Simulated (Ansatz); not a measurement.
# HOSeSi radical (SMILES [O][SiH]=[Se]): functionals against CCSD(T) at one geometry

Aim: energy, forces and dipole at a structure displaced at random from a GFN2-xTB minimum, from CCSD(T) and from density functionals.

Computed with Ansatz 0.2.0, Gaussian basis. Level: single points in def2-TZVPP.

Correlated methods freeze the cores. Filled d shells of the heavier atoms are correlated. Orbitals are unrestricted.

**1. Starting geometry**

SMILES `[O][SiH]=[Se]`, 4 atoms, charge 0, spin multiplicity 2.

Atoms are counted from 1 here; the program's logs count them from 0.

Bond lengths: O1–Si2 1.484 Å, Si2–Se3 2.389 Å, Si2–H4 1.620 Å. Angles: O1–Si2–Se3 122.3°, O1–Si2–H4 136.2°, Se3–Si2–H4 97.2°.

As a file:

```xyz
4
HOSeSi
O    -1.3348   -0.4534    0.9768
Si   -0.3608   -0.0227   -0.0570
Se    1.9847   -0.4237    0.1536
H    -0.2648    1.1709   -1.1477
```

**2. CCSD(T)/def2-TZVPP**

File run/in.yaml:

```yaml
crystal:
  periodic: [false, false, false]
  atoms:
    - {symbol: O, position_ang: [-1.334800, -0.453400, 0.976800]}
    - {symbol: Si, position_ang: [-0.360800, -0.022700, -0.057000]}
    - {symbol: Se, position_ang: [1.984700, -0.423700, 0.153600]}
    - {symbol: H, position_ang: [-0.264800, 1.170900, -1.147700]}
basis:
  gaussian: {orbitals: def2-TZVPP}
magnetization: {spin_polarized: true, initial_magnetization: 1}
correlation: {method: ccsd_t}
scf: {omitted_lower_state_checks: [cluster_reference]}
output: {forces: true}
```

The command line of these runs was not kept.

**3. PBE0-D4/def2-TZVPP**

Edit run/in.yaml of step 2 so:

```diff
@@ -10,4 +10,3 @@
 magnetization: {spin_polarized: true, initial_magnetization: 1}
-correlation: {method: ccsd_t}
-scf: {omitted_lower_state_checks: [cluster_reference]}
-output: {forces: true}
+hamiltonian: {xc: pbe0, dispersion: d4}
+output: {forces: true, orbitals: {seedname: orbitals}}
```

**4. wB97M-V/def2-TZVPP**

Edit run/in.yaml of step 3 so:

```diff
@@ -10,3 +10,3 @@
 magnetization: {spin_polarized: true, initial_magnetization: 1}
-hamiltonian: {xc: pbe0, dispersion: d4}
-output: {forces: true, orbitals: {seedname: orbitals}}
+hamiltonian: {xc: {name: wB97M-V}}
+output: {forces: true}
```

**5. r2SCAN-D4/def2-TZVPP**

Edit run/in.yaml of step 4 so:

```diff
@@ -10,3 +10,3 @@
 magnetization: {spin_polarized: true, initial_magnetization: 1}
-hamiltonian: {xc: {name: wB97M-V}}
+hamiltonian: {xc: r2scan, dispersion: d4}
 output: {forces: true}
```

**6. PBE-D4/def2-TZVPP**

Edit run/in.yaml of step 5 so:

```diff
@@ -10,3 +10,3 @@
 magnetization: {spin_polarized: true, initial_magnetization: 1}
-hamiltonian: {xc: r2scan, dispersion: d4}
+hamiltonian: {xc: pbe, dispersion: d4}
 output: {forces: true}
```

**7. r2SCANh-D4/def2-TZVPP**

Edit run/in.yaml of step 6 so:

```diff
@@ -10,3 +10,3 @@
 magnetization: {spin_polarized: true, initial_magnetization: 1}
-hamiltonian: {xc: pbe, dispersion: d4}
+hamiltonian: {xc: {name: r2SCANh}, dispersion: d4}
 output: {forces: true}
```

**8. BHLYP-D4/def2-TZVPP**

Edit run/in.yaml of step 7 so:

```diff
@@ -10,3 +10,3 @@
 magnetization: {spin_polarized: true, initial_magnetization: 1}
-hamiltonian: {xc: {name: r2SCANh}, dispersion: d4}
+hamiltonian: {xc: {name: BHLYP}, dispersion: d4}
 output: {forces: true}
```

(Steps that only read results are left out.)

Q: Predict the outcome of this session. Wanted: energy less free atoms, CCSD(T)/def2-TZVPP; RMS force component; RMS force error; HOMO and LUMO, PBE0-D4; T1 diagnostic.

The runs gave:

| quantity | value |
| --- | --- |
| energy less free atoms, CCSD(T)/def2-TZVPP | -267.1 kcal/mol |
| RMS force component | 1.444 to 1.876 eV/Å over the methods |
| RMS force error | PBE0-D4 0.248, wB97M-V 0.251, r2SCAN-D4 0.111, PBE-D4 0.235, r2SCANh-D4 0.225, BHLYP-D4 0.599 eV/Å |
| HOMO and LUMO, PBE0-D4 | -7.66 and -4.94 eV |
| T1 diagnostic | 0.017 |

In words: Against CCSD(T) the functionals' energies less atoms differ by -24.1 to +7.1 kcal/mol, PBE-D4 by -24.1 kcal/mol. The reference is not at the basis limit: in triple zeta CCSD(T) underbinds, which counts against methods that bind more; the gaps are no ranking. On forces the order runs from r2SCAN-D4 to BHLYP-D4. Frozen-core CCSD(T) forces in triple zeta carry basis errors of their own, and this is one geometry, so small gaps rank nothing.
